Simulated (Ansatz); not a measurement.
**C2H6OSSi: up Jacob's ladder to CCSD(T)**

One table from this session's results is given with a row withheld; the runs are named, their logs left out.

Method: functionals in def2-TZVPP, the program's frozen cores in correlated methods; program: Ansatz 0.2.0, Gaussian basis.

The runs, in order: LDA (SPW92), PBE-D4, revPBE-D4, BLYP-D4, r2SCAN-D4, B97M-V, PBE0-D4, B3LYP-D4, r2SCANh-D4, r2SCAN0-D4, HSE06-D4, BHLYP-D4, CAM-B3LYP-D4, LC-ωPBE, ωB97X-V, ωB97M-V, B2PLYP, PBE-QIDH; CCSD(T)/def2-SVP; CCSD(T)/def2-TZVPP; MP2/def2-QZVPP; extrapolation to the limit; RPA on PBE.

## The geometry

An earlier PBE0-D4 in a triple-zeta def2 set relaxation fixed the geometry.

11 atoms, charge 0, spin multiplicity 1.

Atoms are counted from 1 here; the program's logs count them from 0.

Bond lengths: Si1–C2 1.889 Å, Si1–H6 1.484 Å, Si1–H7 1.484 Å, Si1–H8 1.484 Å, C2–S3 1.785 Å, C2–C4 1.465 Å, C2–O5 1.430 Å, S3–H9 1.344 Å, C4–O5 1.415 Å, C4–H10 1.088 Å, C4–H11 1.089 Å. Angles: C2–Si1–H6 109.8°, C2–Si1–H7 107.1°, C2–Si1–H8 109.6°, H6–Si1–H7 110.5°, H6–Si1–H8 109.6°, H7–Si1–H8 110.3°, Si1–C2–S3 113.4°, Si1–C2–C4 119.3°, Si1–C2–O5 115.1°, S3–C2–C4 121.6°, S3–C2–O5 117.8°, C4–C2–O5 58.5°, C2–S3–H9 97.7°, C2–C4–O5 59.5°, C2–C4–H10 118.5°, C2–C4–H11 120.5°, O5–C4–H10 115.5°, O5–C4–H11 115.8° and more.

Set-up of the first run:

in.yaml

```yaml
crystal:
  periodic: [false, false, false]
  atoms:
    - {symbol: Si, position_ang: [-1.283250, -0.981072, -0.177297]}
    - {symbol: C, position_ang: [0.104496, 0.193324, 0.334310]}
    - {symbol: S, position_ang: [0.788113, -0.176143, 1.940905]}
    - {symbol: C, position_ang: [0.896828, 0.861729, -0.701121]}
    - {symbol: O, position_ang: [-0.108524, 1.567662, 0.000373]}
    - {symbol: H, position_ang: [-2.342661, -0.988427, 0.861848]}
    - {symbol: H, position_ang: [-1.823409, -0.481280, -1.465868]}
    - {symbol: H, position_ang: [-0.738556, -2.351753, -0.343421]}
    - {symbol: H, position_ang: [1.955744, 0.473070, 1.793597]}
    - {symbol: H, position_ang: [1.919745, 1.149582, -0.467843]}
    - {symbol: H, position_ang: [0.696875, 0.676408, -1.755083]}
basis:
  gaussian: {orbitals: def2-TZVPP}
hamiltonian: {xc: lda}
output: {orbitals: {seedname: orbitals}}
```

Steps of the session up to this table: LDA; PBE-D4 (GGA); revPBE-D4 (GGA); BLYP-D4 (GGA); r2SCAN-D4 (meta-GGA); B97M-V (meta-GGA); PBE0-D4 (hybrid); B3LYP-D4 (hybrid); r2SCANh-D4 (hybrid); r2SCAN0-D4 (hybrid); HSE06-D4 (hybrid); BHLYP-D4 (hybrid); CAM-B3LYP-D4 (range-separated); LC-ωPBE (range-separated); ωB97X-V (range-separated); ωB97M-V (range-separated); B2PLYP (double hybrid); PBE-QIDH (double hybrid).

One of the session's tables, all rows but one given; the rest of the session is left out.

It belongs to the step «Orbital energies across the functionals». 

```
  functional  HOMO (eV)  gap (eV)
 LDA (SPW92)      -6.10      4.84
      PBE-D4      -5.96      4.94
   revPBE-D4      -5.91      4.99
     BLYP-D4      -5.81      4.90
   r2SCAN-D4      -6.22      5.50
      B97M-V      -6.35      5.47
     PBE0-D4      -7.22      7.13
    B3LYP-D4          ?         ?
  r2SCANh-D4      -6.69      6.30
  r2SCAN0-D4      -7.39      7.48
    HSE06-D4      -6.82      6.34
    BHLYP-D4      -8.34      9.17
CAM-B3LYP-D4      -8.57      9.51
     LC-ωPBE      -9.97     12.13
     ωB97X-V      -9.60     11.59
     ωB97M-V      -9.45     11.18
```

**Question.** Estimate the row for B3LYP-D4.

Worked estimate for «HOMO (eV)». Against the share of exact exchange, BLYP-D4 (0, -5.81), BHLYP-D4 (0.5, -8.34) give a slope of -5.06 per unit share; at 0.2 the line stands at -6.82.

The run gave: HOMO (eV): -6.98; gap (eV): 6.64. In «HOMO (eV)» the line misses by +0.16.
